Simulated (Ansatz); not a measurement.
# Al12H4C: the cost of one run

All numbers below are computed with Ansatz 0.2.0 (DFT PBE+D3(BJ), plane waves, PAW, scalar-relativistic, no spin polarisation).

**1. The starting structure**

The cell holds 17 atoms (CH4Al12): a = 5.728 Å, b = 5.728 Å, c = 17.677 Å, α = 90.00°, β = 90.00°, γ = 60.00°.

Its coordinates follow in the input file.

**2. Relaxing end A**

Contents of input.yaml:

```yaml
crystal:
  lattice:
    - [5.727565, 0.0, 0.0]
    - [2.863782, 4.960217, 0.0]
    - [0.0, 0.0, 17.676537]
  atoms:
    - { symbol: Al, position: [0.1666667, 0.1666667, 0.0565722] }
    - { symbol: Al, position: [0.6666667, 0.1666667, 0.0565722] }
    - { symbol: Al, position: [0.1666667, 0.6666667, 0.0565722] }
    - { symbol: Al, position: [0.6666667, 0.6666667, 0.0565722] }
    - { symbol: Al, position: [-0.1666667, 0.3333333, 0.1888531] }
    - { symbol: Al, position: [0.3333333, 0.3333333, 0.1888531] }
    - { symbol: Al, position: [-0.1666667, 0.8333333, 0.1888531] }
    - { symbol: Al, position: [0.3333333, 0.8333333, 0.1888531] }
    - { symbol: Al, position: [0.0, 0.0, 0.321134] }
    - { symbol: Al, position: [0.5, 0.0, 0.321134] }
    - { symbol: Al, position: [0.0, 0.5, 0.321134] }
    - { symbol: Al, position: [0.5, 0.5, 0.321134] }
    - { symbol: C, position: [0.4917086, 0.0117958, 0.481799] }
    - { symbol: H, position: [0.6683413, 0.0180324, 0.461433] }
    - { symbol: H, position: [0.3081946, 0.187994, 0.461433] }
    - { symbol: H, position: [0.496875, -0.1706994, 0.461433] }
    - { symbol: H, position: [0.4917086, 0.0117958, 0.5434626] }
basis:
  ecutwfc: 420.0
kpoints:
  mp_grid: { grid: [3, 3, 1] }
hamiltonian:
  xc: pbe
  dispersion: d3bj
scf:
  occupations: { method: gaussian, width: 0.1 }
  lower_state_search: "off"
relax:
  f_tol: 0.03
  max_steps: 60
  adjacent_minimum: "off"
  constraints: [{ sites: [0, 1, 2, 3] }]
```

Command:

```sh
> ansatz run input.yaml --threads 1 --pin off --max-ram 3072MiB --backend cpu --events-out ev --progress --plain --runs-dir out
```

Q: Estimate wall time and peak memory on 1 thread of Arm Neoverse V1, shared host.

About 57 s, with a peak of 0.54 GiB.
